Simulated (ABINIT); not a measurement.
# TaAs (I4_1md) in ABINIT: single point with LDA

Aim: the single point of TaAs with LDA.

Everything below comes from runs of ABINIT 10.8.3 (patched build). Logs are shortened: lines on timing, memory, paths and dates and some standing lists are left out, and cuts for length are marked. The log counts tension as positive stress, the text compression.

### Step 1. Starting point

The structure is tetragonal, space group I4_1md (No. 109). The conventional cell has a = 3.444 Å, b = 3.444 Å, c = 11.736 Å, α = 90.00°, β = 90.00°, γ = 90.00°. Ta (site symmetry 2mm) is surrounded by 6 As at 2.61 to 2.62 Å. As (site symmetry 2mm) is surrounded by 6 Ta at 2.61 to 2.62 Å.

The cell is a database's computed one.

### Step 2. Single point, LDA

run.abi reads:

```
pp_dirpath "./"
pseudos "Ta.upf, As.upf"

acell 12.0056399783 12.0056399783 12.0056399783
rprim
    -0.2710189293     0.2710189293     0.9236327625
     0.2710189293    -0.2710189293     0.9236327625
     0.2710189293     0.2710189293    -0.9236327625
ntypat 2
znucl 73 33
natom 4
typat 1 1 2 2
xred
     0.4999673000     0.4999673000     0.0000000000
     0.2499673000     0.7499673000     0.5000000000
     0.0826321200     0.0826321200     0.0000000000
     0.8326321200     0.3326321200     0.5000000000

ecut 40.0

kptopt 1
ngkpt 8 8 8
nshiftk 1
shiftk 0.0 0.0 0.0

ixc 7

nband 34
occopt 3
tsmear 0.00183747

nstep 100
tolvrs 1.0e-10

iomode 3
prtwf 0
prtden 0
prteig 0
prtebands 0
enunit 1
```

Potentials or basis: PseudoDojo NC SR LDA v0.4.1 standard.

On the command line:

```bash
> mpirun --bind-to none -np 4 abinit run.abi > log 2>&1
```

run.abo:

```text
.Version 10.8.3 of ABINIT
 Symmetries : space group I4_1 m d (#109); Bravais tI (body-center tetrag.)
================================================================================
 Values of the parameters that define the memory need of the present run
     intxc =       0    ionmov =       0      iscf =       7    lmnmax =       8
     lnmax =       8     mgfft =      72  mpssoang =       4    mqgrid =    3001
     natom =       4  nloc_mem =       1    nspden =       1   nspinor =       1
    nsppol =       1      nsym =       8    n1xccc =    2501    ntypat =       2
    occopt =       3   xclevel =       1
       mpw =        5704          nfft =      373248          nkpt =          59
================================================================================
================================================================================

--------------------------------------------------------------------------------
------------- Echo of variables that govern the present computation ------------
--------------------------------------------------------------------------------
 -outvars: echo values of preprocessed input variables --------
            acell      1.2005639978E+01  1.2005639978E+01  1.2005639978E+01 Bohr
              amu      1.80947900E+02  7.49215900E+01
             ecut      4.00000000E+01 Hartree
           enunit           1
                       outvar_i_n : Printing only first  50 k-points.
              ixc           7
                       outvar_i_n : Printing only first  50 k-points.
         kptrlatt        8    0    0      0    8    0      0    0    8
          kptrlen      5.20600911E+01
            natom           4
            nband          34
            ngfft          72      72      72
             nkpt          59
            nstep         100
             nsym           8
           ntypat           2
                       prtocc : prtvol=0, do not print more k-points.
           occopt           3
           prtden           0
        prtebands           0
           prteig           0
            prtwf           0
            rprim     -2.7101892930E-01  2.7101892930E-01  9.2363276250E-01
                       2.7101892930E-01 -2.7101892930E-01  9.2363276250E-01
                       2.7101892930E-01  2.7101892930E-01 -9.2363276250E-01
          spgroup         109
           tolvrs      1.00000000E-10
           tsmear      1.83747000E-03 Hartree
            typat      1  1  2  2
                       outvars : Printing only first  50 k-points.
           xangst     -1.2176748481E-16  1.7316333651E-16  5.8675577688E+00
                       1.7218133611E+00  0.0000000000E+00  2.9335870027E+00
                       1.1224381219E-17 -2.7299293112E-18  9.6976089769E-01
                      -1.1750094465E-16  1.7218133611E+00  3.9037316638E+00
            xcart     -2.3010719732E-16  3.2723128105E-16  1.1088077211E+01
                       3.2537556925E+00  0.0000000000E+00  5.5436760017E+00
                       2.1211006437E-17 -5.1588187413E-18  1.8325825042E+00
                      -2.2204460493E-16  3.2537556925E+00  7.3769837136E+00
             xred      4.9996730000E-01  4.9996730000E-01  1.4924919524E-17
                       2.4996730000E-01  7.4996730000E-01  5.0000000000E-01
                       8.2632120000E-02  8.2632120000E-02  2.4667168055E-18
                       8.3263212000E-01  3.3263212000E-01  5.0000000000E-01
            znucl       73.00000   33.00000

================================================================================

 chkinp: Checking input parameters for consistency.

================================================================================
== DATASET  1 ==================================================================

--- !DatasetInfo
iteration_state: {dtset: 1, }
dimensions: {natom: 4, nkpt: 59, mband: 34, nsppol: 1, nspinor: 1, nspden: 1, mpw: 5704, }
cutoff_energies: {ecut:  40.0, pawecutdg:  -1.0, }
electrons: {nelect:   5.60000000E+01, charge:   0.00000000E+00, occopt:   3.00000000E+00, tsmear:   1.83747000E-03, }
meta: {optdriver: 0, ionmov: 0, optcell: 0, iscf: 7, paral_kgb: 0, }
...

 Exchange-correlation functional for the present dataset will be:
  LDA: Perdew-Wang 92 LSD fit to Ceperley-Alder data - ixc=7
  J.P.Perdew and Y.Wang, PRB 45, 13244 (1992)

 Real(R)+Recip(G) space primitive vectors, cartesian coordinates (Bohr,Bohr^-1):
 R(1)= -3.2537557  3.2537557 11.0888024  G(1)=  0.0000000  0.1536686  0.0450905
 R(2)=  3.2537557 -3.2537557 11.0888024  G(2)=  0.1536686  0.0000000  0.0450905
 R(3)=  3.2537557  3.2537557-11.0888024  G(3)=  0.1536686  0.1536686  0.0000000
 Unit cell volume ucvol=  4.6958533E+02 bohr^3
 Angles (23,13,12)=  1.48550184E+02  1.48550184E+02  4.50738359E+01 degrees

 getcut: wavevector=  0.0000  0.0000  0.0000  ngfft=  72  72  72
         ecut(hartree)=     40.000   => boxcut(ratio)=   2.10699

--- Pseudopotential description ------------------------------------------------
- pspini: atom type   1  psp file is ./Ta.upf
[... 52 lines left out ...]
fermie    :   4.04906832E-01
cartesian_stress_tensor: # hartree/bohr^3
- [  2.91688682E-04,   0.00000000E+00,   0.00000000E+00, ]
- [  0.00000000E+00,   2.91688682E-04,   0.00000000E+00, ]
- [  0.00000000E+00,   0.00000000E+00,   2.75429656E-04, ]
pressure_GPa:  -8.4223E+00
xred      :
- [  4.9997E-01,   4.9997E-01,   1.4925E-17, Ta]
- [  2.4997E-01,   7.4997E-01,   5.0000E-01, Ta]
- [  8.2632E-02,   8.2632E-02,   2.4667E-18, As]
- [  8.3263E-01,   3.3263E-01,   5.0000E-01, As]
cartesian_forces: # hartree/bohr
- [ -8.46608370E-20,  -5.75557827E-20,   3.01379019E-04, ]
- [ -1.80177159E-20,   9.08733839E-21,   3.01379019E-04, ]
- [ -2.87083217E-21,   2.42342221E-20,  -3.01379019E-04, ]
- [  1.05549385E-19,   2.42342221E-20,  -3.01379019E-04, ]
force_length_stats: {min:   3.01379019E-04, max:   3.01379019E-04, mean:   3.01379019E-04, }
...

 Integrated electronic density in atomic spheres:
 ------------------------------------------------
 Atom  Sphere_radius  Integrated_density
    1        2.00000          9.24314317
    2        2.00000          9.24314317
    3        2.00000         12.47755985
    4        2.00000         12.47755985
================================================================================

 ----iterations are completed or convergence reached----

 Mean square residual over all n,k,spin=   35.915E-07; max=  64.771E-05
 reduced coordinates (array xred) for    4 atoms
       0.499967300000      0.499967300000      0.000000000000
       0.249967300000      0.749967300000      0.500000000000
       0.082632120000      0.082632120000      0.000000000000
       0.832632120000      0.332632120000      0.500000000000
 rms dE/dt=  3.3419E-03; max dE/dt=  3.3420E-03; dE/dt below (all hartree)
    1      -0.003341835741     -0.003341835741      0.003341835741
    2      -0.003341835741     -0.003341835741      0.003341835741
    3       0.003342029051      0.003342029051     -0.003342029051
    4       0.003342029051      0.003342029051     -0.003342029051

 cartesian coordinates (angstrom) at end:
    1     -0.00000000000000     0.00000000000000     5.86755776884495
    2      1.72181336113830     0.00000000000000     2.93358700273437
    3      0.00000000000000    -0.00000000000000     0.96976089768697
    4     -0.00000000000000     1.72181336113830     3.90373166379755

 cartesian forces (hartree/bohr) at end:
    1     -0.00000000000000    -0.00000000000000     0.00030137901911
    2     -0.00000000000000     0.00000000000000     0.00030137901911
    3     -0.00000000000000     0.00000000000000    -0.00030137901911
    4      0.00000000000000     0.00000000000000    -0.00030137901911
 frms,max,avg= 1.7400126E-04 3.0137902E-04   0.000E+00  0.000E+00 -8.716E-09 h/b

 cartesian forces (eV/Angstrom) at end:
    1     -0.00000000000000    -0.00000000000000     0.01549753226736
    2     -0.00000000000000     0.00000000000000     0.01549753226736
    3     -0.00000000000000     0.00000000000000    -0.01549753226736
    4      0.00000000000000     0.00000000000000    -0.01549753226736
 frms,max,avg= 8.9475044E-03 1.5497532E-02   0.000E+00  0.000E+00 -4.482E-07 e/A
 length scales= 12.005639978300 12.005639978300 12.005639978300 bohr
              =  6.353111074512  6.353111074512  6.353111074512 angstroms
 Fermi (or HOMO) energy (eV) =  11.01808   Average Vxc (eV)= -12.92028
 Eigenvalues (   eV  ) for nkpt=  59  k points:
 kpt#   1, nband= 34, wtk=  0.00195, kpt=  0.0000  0.0000  0.0000 (reduced coord)
 -57.34996  -57.33999  -24.87005  -24.87005  -24.83741  -24.82899  -24.82722  -24.82564
 -24.82058  -24.80931  -24.80931  -24.79978  -23.90232  -23.83630  -23.83630  -23.71107
 -23.71107  -23.65624   -2.98570   -0.51224    4.08186    7.91060    8.55227    8.55227
   8.69304    9.07387    9.39124    9.39124   11.91626   12.57053   13.31959   14.09158
  14.09168   14.33796
 prteigrs : prtvol=0 or 1, do not print more k-points.

--- !EnergyTerms
iteration_state     : {dtset: 1, }
comment             : Components of total free energy in Hartree
kinetic             :  1.86611688072530E+02
hartree             :  6.98640834894398E+01
xc                  : -7.62737735916512E+01
Ewald energy        : -2.27827661951450E+02
psp_core            :  1.18546340602003E+01
local_psp           : -2.13758260836341E+02
non_local_psp       : -9.28369619575722E+01
internal            : -3.42366252714845E+02
'-kT*entropy'       : -2.71948912702106E-04
total_energy        : -3.42366524663758E+02
total_energy_eV     : -9.31626774031968E+03
band_energy         : -3.28047493240462E+01
...

 Cartesian components of stress tensor (hartree/bohr^3)
  sigma(1 1)=  2.91688682E-04  sigma(3 2)=  0.00000000E+00
  sigma(2 2)=  2.91688682E-04  sigma(3 1)=  0.00000000E+00
  sigma(3 3)=  2.75429656E-04  sigma(2 1)=  0.00000000E+00

-Cartesian components of stress tensor (GPa)         [Pressure= -8.4223E+00 GPa]
- sigma(1 1)=  8.58177730E+00  sigma(3 2)=  0.00000000E+00
- sigma(2 2)=  8.58177730E+00  sigma(3 1)=  0.00000000E+00
- sigma(3 3)=  8.10342026E+00  sigma(2 1)=  0.00000000E+00

== END DATASET(S) ==============================================================
================================================================================

 -outvars: echo values of variables after computation  --------
            acell      1.2005639978E+01  1.2005639978E+01  1.2005639978E+01 Bohr
           etotal     -3.4236652466E+02
            fcart     -8.4660836980E-20 -5.7555782667E-20  3.0137901911E-04
                      -1.8017715925E-20  9.0873383875E-21  3.0137901911E-04
                      -2.8708321722E-21  2.4234222140E-20 -3.0137901911E-04
                       1.0554938508E-19  2.4234222140E-20 -3.0137901911E-04
            rprim     -2.7101892930E-01  2.7101892930E-01  9.2363276250E-01
                       2.7101892930E-01 -2.7101892930E-01  9.2363276250E-01
                       2.7101892930E-01  2.7101892930E-01 -9.2363276250E-01
           strten      2.9168868176E-04  2.9168868176E-04  2.7542965631E-04
                       0.0000000000E+00  0.0000000000E+00  0.0000000000E+00
           xangst     -1.2176748481E-16  1.7316333651E-16  5.8675577688E+00
                       1.7218133611E+00  0.0000000000E+00  2.9335870027E+00
                       1.1224381219E-17 -2.7299293112E-18  9.6976089769E-01
                      -1.1750094465E-16  1.7218133611E+00  3.9037316638E+00
             xred      4.9996730000E-01  4.9996730000E-01  1.4924919524E-17
                       2.4996730000E-01  7.4996730000E-01  5.0000000000E-01
                       8.2632120000E-02  8.2632120000E-02  2.4667168055E-18
                       8.3263212000E-01  3.3263212000E-01  5.0000000000E-01
 Calculation completed.
```

It took 11 min on 4 MPI ranks of Intel Xeon at 2.50GHz (Skylake/Cascade Lake), shared host; peak memory 0.76 GiB.

Results:

```
Free energy                                           : -9316.2677 eV
Pressure                                              : -8.4 GPa
Largest force                                         : 0.015 eV/Å
Band gap on the k mesh                                : none (metal or under the smearing width)
Valence electrons inside the program's atomic spheres : Ta 9.24; As 12.48
```

Forces in eV/Å, atoms in the order of the input:
```
Ta   0.000  0.000  0.015
Ta   0.000  0.000  0.015
As   0.000  0.000 -0.015
As   0.000  0.000 -0.015
```

Stress tensor (GPa, compression positive):
```
-8.58  0.00  0.00
 0.00 -8.58  0.00
 0.00  0.00 -8.10
```
